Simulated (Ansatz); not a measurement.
**C2H6AlNSe: a ladder of functionals and wavefunction methods**

Aim: compute C2H6AlNSe with functionals from several rungs and with coupled cluster. The yardstick is the atomisation energy at the CCSD(T) limit.

The runs use Ansatz 0.2.0, Gaussian basis; functionals in def2-TZVPP, the program's frozen cores in correlated methods.

The runs, in order: LDA (SPW92), PBE-D4, revPBE-D4, BLYP-D4, r2SCAN-D4, B97M-V, PBE0-D4, B3LYP-D4, r2SCANh-D4, r2SCAN0-D4, HSE06-D4, BHLYP-D4, CAM-B3LYP-D4, LC-ωPBE, ωB97X-V, ωB97M-V, B2PLYP, PBE-QIDH; CCSD(T)/def2-SVP; CCSD(T)/def2-TZVPP; MP2/def2-QZVPP; extrapolation to the limit; RPA on PBE.

## (1) The geometry

An earlier PBE0-D4 in a triple-zeta def2 set relaxation fixed the geometry.

SMILES `[NH2][AlH][CH2]C=[Se]`, 11 atoms, charge 0, spin multiplicity 1.

Atoms are counted from 1 here; the program's logs count them from 0.

Bond lengths: N1–Al2 1.755 Å, N1–H6 1.007 Å, N1–H7 1.009 Å, Al2–C3 1.998 Å, Al2–H8 1.580 Å, C3–C4 1.442 Å, C3–H9 1.095 Å, C3–H10 1.094 Å, C4–Se5 1.774 Å, C4–H11 1.091 Å. Angles: Al2–N1–H6 125.4°, Al2–N1–H7 123.6°, H6–N1–H7 110.8°, N1–Al2–C3 118.6°, N1–Al2–H8 121.4°, C3–Al2–H8 120.0°, Al2–C3–C4 107.2°, Al2–C3–H9 103.0°, Al2–C3–H10 106.9°, C4–C3–H9 113.4°, C4–C3–H10 114.2°, H9–C3–H10 111.2°, C3–C4–Se5 127.1°, C3–C4–H11 115.5°, Se5–C4–H11 117.3°.

As a file:

```tsv
atom	x (Å)	y (Å)	z (Å)
N1	-1.84794	0.51463	-0.17390
Al2	-0.68431	-0.63750	-0.80526
C3	1.20660	-0.53558	-0.16666
C4	1.21736	0.30690	1.00326
Se5	1.37113	2.07344	1.04880
H6	-2.81706	0.57049	-0.44075
H7	-1.60425	1.26674	0.45242
H8	-1.10713	-1.74812	-1.84610
H9	1.73270	-0.09878	-1.02183
H10	1.53552	-1.56281	0.01684
H11	1.06278	-0.20651	1.95369
```

## (2) LDA

This LDA is Slater exchange with PW92 correlation.

in.yaml reads:

```yaml
crystal:
  periodic: [false, false, false]
  atoms:
    - {symbol: N, position_ang: [-1.847936, 0.514628, -0.173901]}
    - {symbol: Al, position_ang: [-0.684313, -0.637499, -0.805261]}
    - {symbol: C, position_ang: [1.206599, -0.535579, -0.166662]}
    - {symbol: C, position_ang: [1.217362, 0.306897, 1.003256]}
    - {symbol: Se, position_ang: [1.371133, 2.073436, 1.048801]}
    - {symbol: H, position_ang: [-2.817057, 0.570492, -0.440751]}
    - {symbol: H, position_ang: [-1.604251, 1.266743, 0.452418]}
    - {symbol: H, position_ang: [-1.107134, -1.748121, -1.846099]}
    - {symbol: H, position_ang: [1.732705, -0.098778, -1.021828]}
    - {symbol: H, position_ang: [1.535517, -1.562807, 0.016839]}
    - {symbol: H, position_ang: [1.062776, -0.206511, 1.953687]}
basis:
  gaussian: {orbitals: def2-TZVPP}
hamiltonian: {xc: lda}
output: {orbitals: {seedname: orbitals}}
```

The runs that follow: PBE-D4 (GGA); revPBE-D4 (GGA); BLYP-D4 (GGA); r2SCAN-D4 (meta-GGA); B97M-V (meta-GGA); PBE0-D4 (hybrid); B3LYP-D4 (hybrid); r2SCANh-D4 (hybrid); r2SCAN0-D4 (hybrid); HSE06-D4 (hybrid); BHLYP-D4 (hybrid); CAM-B3LYP-D4 (range-separated); LC-ωPBE (range-separated); ωB97X-V (range-separated); ωB97M-V (range-separated); B2PLYP (double hybrid); PBE-QIDH (double hybrid); CCSD(T) in def2-SVP; CCSD(T) in def2-TZVPP; MP2 in def2-QZVPP; RPA on PBE orbitals.

**Question.** What will the summary of the whole plan be? Wanted: atomisation energy, CCSD(T)/CBS; farthest beyond LDA; mean size of error, GGA; mean size of error, meta-GGA; mean size of error, hybrid; mean size of error, range-separated; mean size of error, double hybrid; gap, smallest and largest; T1 diagnostic.

The runs gave:

| quantity | value |
| --- | --- |
| atomisation energy, CCSD(T)/CBS | 922.1 kcal/mol |
| functionals within 9.2 kcal/mol (1.0 %) | revPBE-D4, BLYP-D4, r2SCAN-D4, B97M-V, PBE0-D4, B3LYP-D4, r2SCANh-D4, HSE06-D4, CAM-B3LYP-D4, ωB97X-V, ωB97M-V |
| farthest beyond LDA | BHLYP-D4 (-30.1 kcal/mol) |
| mean size of error, GGA | 8.2 kcal/mol |
| mean size of error, meta-GGA | 2.5 kcal/mol |
| mean size of error, hybrid | 8.6 kcal/mol |
| mean size of error, range-separated | 3.6 kcal/mol |
| mean size of error, double hybrid | 10.7 kcal/mol |
| gap, smallest and largest | 1.89 eV (LDA (SPW92)), 8.60 eV (LC-ωPBE) |
| T1 diagnostic | 0.0165 |
| triples share of the correlation energy | 4.2 % |

In words: LDA overbinds by 134.4 kcal/mol (15 %). PBE-D4 is off by +19.3 kcal/mol. Double hybrids carry the basis error of their MP2 part in triple zeta, and no dispersion term here, so their miss is partly the set-up's. The rungs meta-GGA, range-separated, GGA, hybrid miss on average by less than the doubt on the reference (9.2 kcal/mol), so they tie. Misses under about 9.2 kcal/mol are within the doubt on the reference itself, which lacks core-valence correlation, relativity and higher excitations, and its outer-core shells are covered unevenly. All levels share the lack of spin-orbit coupling, which lowers the free heavy atoms and so the true binding. Hartree-Fock recovers 70 % of the binding; the rest is correlation. CCSD(T) in def2-SVP is off by -59.5 kcal/mol, so the small basis spoils what the method gains. Orbital gaps span 1.9 to 8.6 eV; exact exchange widens them. The restricted reference is unstable towards a spin-broken one. Correlated methods include outer-core shells of Se, which these sets cover unevenly.
